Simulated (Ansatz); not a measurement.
# ZrInF3: the cost of one run

Program: Ansatz 0.2.0. Level of theory: DFT PBE, scalar-relativistic, plane waves, PAW. These are calculated values, not measurements.

## (1) The starting structure

It takes space group P6/mmm (No. 191, hexagonal). Conventional cell: a = 3.764 Å, b = 3.764 Å, c = 7.406 Å, α = 90.00°, β = 90.00°, γ = 120.00°. Zr (site symmetry 6/mmm) has 6 F at 1.88 Å as nearest neighbours. In (site symmetry 6/mmm) is surrounded by 2 Zr at 3.70 Å and 6 In at 3.76 Å and 12 F at 4.15 Å. F (site symmetry mmm) has 2 Zr at 1.88 Å and 4 F at 1.88 Å as nearest neighbours.

As a file:

```
CELL_PARAMETERS angstrom
3.76352 0.00000 0.00000
-1.88176 3.25930 0.00000
0.00000 0.00000 7.40589
ATOMIC_POSITIONS crystal
Zr 0.00000 0.00000 0.00000
In 0.00000 0.00000 0.50000
F 0.50000 0.00000 0.00000
F 0.00000 0.50000 0.00000
F 0.50000 0.50000 0.00000
```

Recipe of the guess: random cell by space group and Wyckoff sites (P6/mmm, No. 191). Its size is a rough estimate.

## (2) A first look at the guess

input.yaml

```yaml
crystal:
  lattice:
    - [3.76351612, 0.0, 0.0]
    - [-1.88175806, 3.25930057, 0.0]
    - [0.0, 0.0, 7.40588964]
  atoms:
    - { symbol: Zr, position: [0.0, 0.0, 0.0] }
    - { symbol: In, position: [0.0, 0.0, 0.5] }
    - { symbol: F, position: [0.5, 0.0, 0.0] }
    - { symbol: F, position: [0.0, 0.5, 0.0] }
    - { symbol: F, position: [0.5, 0.5, 0.0] }
basis:
  ecutwfc: 420
kpoints:
  mp_grid: { grid: [6, 6, 4] }
hamiltonian:
  xc: pbe
scf:
  occupations: { method: gaussian, width: 0.1 }
  lower_state_search: "off"
output:
  forces: true
  stress: true
  eigenvalues: true
```

Launch:

```console
ansatz run input.yaml --threads 1 --pin off --max-ram 2560MiB --backend cpu --events-out ev --progress --plain --runs-dir out
```

What time and memory should one allow on 1 thread of Arm Neoverse V2, shared host?

About 2.9 s, with a peak of 0.37 GiB.
